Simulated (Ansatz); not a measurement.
# SiH₄Se: how energies converge with the basis set

An exercise on one series of results from a longer session: the logs are not shown, and one member is left open.

The runs use Ansatz 0.2.0, Gaussian basis; one geometry, several basis sets.

Plan: PBE0-D4/def2-SVP; ωB97M-V/def2-SVP; PBE0-D4/def2-QZVPP; ωB97M-V/def2-QZVPP; the functionals' def2-TZVPP values are taken from earlier runs.

### Structure used throughout

An earlier PBE0-D4 in a triple-zeta def2 set relaxation fixed the geometry.

SMILES `[SiH3][SeH]`, 6 atoms, charge 0, spin multiplicity 1.

Atoms are counted from 1 here; the program's logs count them from 0.

Bond lengths: Si1–Se2 2.279 Å, Si1–H3 1.484 Å, Si1–H4 1.483 Å, Si1–H5 1.484 Å, Se2–H6 1.469 Å. Angles: Se2–Si1–H3 111.5°, Se2–Si1–H4 104.9°, Se2–Si1–H5 111.4°, H3–Si1–H4 110.0°, H3–Si1–H5 109.1°, H4–Si1–H5 110.0°, Si1–Se2–H6 93.0°.

The first run:

in.yaml reads:

```yaml
crystal:
  periodic: [false, false, false]
  atoms:
    - {symbol: Si, position_ang: [-0.244731, -0.234541, -0.474580]}
    - {symbol: Se, position_ang: [0.898727, -0.252130, 1.496856]}
    - {symbol: H, position_ang: [-1.605513, 0.334245, -0.308735]}
    - {symbol: H, position_ang: [-0.336923, -1.659639, -0.873449]}
    - {symbol: H, position_ang: [0.479938, 0.537757, -1.514304]}
    - {symbol: H, position_ang: [0.850603, 1.210309, 1.627912]}
basis:
  gaussian: {orbitals: def2-SVP}
hamiltonian: {xc: pbe0, dispersion: d4}
output: {orbitals: {seedname: orbitals}}
```

Command:

```
> ansatz run in.yaml --threads 2 --pin off --events-out ev --progress --plain --max-ram 32768MiB --backend cpu
```

Steps of the session up to this table: PBE0-D4 in def2-SVP; ωB97M-V in def2-SVP; PBE0-D4 in def2-QZVPP; ωB97M-V in def2-QZVPP.

One of the session's tables, all rows but one given; the rest of the session is left out.

It belongs to the step «Functionals by basis». 

```
functional       basis  HOMO (eV)  LUMO (eV)
   PBE0-D4    def2-SVP          ?          ?
   PBE0-D4  def2-TZVPP      -7.11      -0.11
   PBE0-D4  def2-QZVPP      -7.12      -0.27
   ωB97M-V    def2-SVP      -9.13       2.20
   ωB97M-V  def2-TZVPP      -9.26       1.60
   ωB97M-V  def2-QZVPP      -9.28       1.16
```

Estimate the missing values for PBE0-D4, def2-SVP.

**Answer.** HOMO (eV): -6.99; LUMO (eV): 0.24. In the column «HOMO (eV)» it is the highest.
